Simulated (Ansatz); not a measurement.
# CHBrI radical: up Jacob's ladder to CCSD(T)

How much do the methods differ for CHBrI radical? The plan is to run it at one geometry with functionals of several rungs and with coupled cluster. The yardstick is the atomisation energy at the CCSD(T) limit.

Computed with Ansatz 0.2.0, Gaussian basis. Level: functionals in def2-TZVPP, the program's frozen cores in correlated methods.

Levels to be run: LDA (SPW92), PBE-D4, revPBE-D4, BLYP-D4, r2SCAN-D4, B97M-V, PBE0-D4, B3LYP-D4, r2SCANh-D4, r2SCAN0-D4, HSE06-D4, BHLYP-D4, CAM-B3LYP-D4, LC-ωPBE, ωB97X-V, ωB97M-V, B2PLYP, PBE-QIDH; CCSD(T)/def2-SVP; CCSD(T)/def2-TZVPP; MP2/def2-QZVPP; extrapolation to the limit; RPA on PBE.

1 further run of the same task is left out (for a known fault of the program).

### Step 1. The relaxed structure

An earlier PBE0-D4 in a triple-zeta def2 set relaxation fixed the geometry. I takes the def2 core potential; no spin-orbit term is included.

SMILES `Br[CH]I`, 4 atoms, charge 0, spin multiplicity 2.

Atoms are counted from 1 here; the program's logs count them from 0.

Bond lengths: Br1–C2 1.847 Å, C2–I3 2.040 Å, C2–H4 1.081 Å. Angles: Br1–C2–I3 122.0°, Br1–C2–H4 116.5°, I3–C2–H4 117.7°.

### Step 2. LDA

This LDA is Slater exchange with PW92 correlation.

The input, in.yaml:

```yaml
crystal:
  periodic: [false, false, false]
  atoms:
    - {symbol: Br, position_ang: [-1.679173, -0.044731, -0.586057]}
    - {symbol: C, position_ang: [0.037753, 0.218430, 0.040424]}
    - {symbol: I, position_ang: [1.112049, -1.281596, 0.909815]}
    - {symbol: H, position_ang: [0.584970, 1.047597, -0.384484]}
basis:
  gaussian: {orbitals: def2-TZVPP}
magnetization: {spin_polarized: true, initial_magnetization: 1}
hamiltonian: {xc: lda}
output: {orbitals: {seedname: orbitals}}
```

On the command line:

```bash
$ ansatz run in.yaml --threads 4 --pin off --events-out ev --progress --plain --max-ram 10444MiB
```

After this run come: PBE-D4 (GGA); revPBE-D4 (GGA); BLYP-D4 (GGA); r2SCAN-D4 (meta-GGA); B97M-V (meta-GGA); B3LYP-D4 (hybrid); r2SCANh-D4 (hybrid); r2SCAN0-D4 (hybrid); HSE06-D4 (hybrid); BHLYP-D4 (hybrid); CAM-B3LYP-D4 (range-separated); LC-ωPBE (range-separated); ωB97X-V (range-separated); ωB97M-V (range-separated); B2PLYP (double hybrid); PBE-QIDH (double hybrid); CCSD(T) in def2-SVP; CCSD(T) in def2-TZVPP; MP2 in def2-QZVPP; RPA on PBE orbitals.

**Question.** What will the summary of the whole plan be? Wanted: atomisation energy, CCSD(T)/CBS; farthest beyond LDA; mean size of error, GGA; mean size of error, meta-GGA; mean size of error, hybrid; mean size of error, range-separated; mean size of error, double hybrid; gap, smallest and largest; T1 diagnostic.

**Answer**, as computed:

```
                               quantity                                     value
        atomisation energy, CCSD(T)/CBS                              983.5 kJ/mol
  functionals within 9.8 kJ/mol (1.0 %)     BLYP-D4, B97M-V, r2SCANh-D4, PBE-QIDH
                    farthest beyond LDA                   BHLYP-D4 (-63.3 kJ/mol)
                mean size of error, GGA                               26.0 kJ/mol
           mean size of error, meta-GGA                               13.3 kJ/mol
             mean size of error, hybrid                               22.2 kJ/mol
    mean size of error, range-separated                               20.8 kJ/mol
      mean size of error, double hybrid                               14.2 kJ/mol
              gap, smallest and largest  1.06 eV (LDA (SPW92)), 8.85 eV (LC-ωPBE)
                          T1 diagnostic                                    0.0144
triples share of the correlation energy                                     3.0 %
```

In words: The LDA atomisation energy is off by 215.4 kJ/mol (22 %): it overbinds. PBE-D4 misses by +57.7 kJ/mol. Double hybrids carry the basis error of their MP2 part in triple zeta, and no dispersion term here, so their miss is partly the set-up's. By mean error the best rung here is meta-GGA (13.3 kJ/mol) and the worst beyond LDA is GGA (26.0 kJ/mol). The gap between the best rungs is small, so their order is not settled. The reference freezes the cores and leaves out spin-orbit coupling and excitations past (T), and its outer-core shells are covered unevenly, so misses under about 9.8 kJ/mol can't be ranked. All levels share the lack of spin-orbit coupling, which lowers the free heavy atoms and so the true binding. Hartree-Fock recovers 63 % of the binding; the rest is correlation. CCSD(T) in def2-SVP is off by -102.1 kJ/mol, which most functionals beat. The gap grows from 1.1 to 8.8 eV across the functionals, mostly with the share of exact exchange. Correlated methods include outer-core shells of Br, I, which these sets cover unevenly.
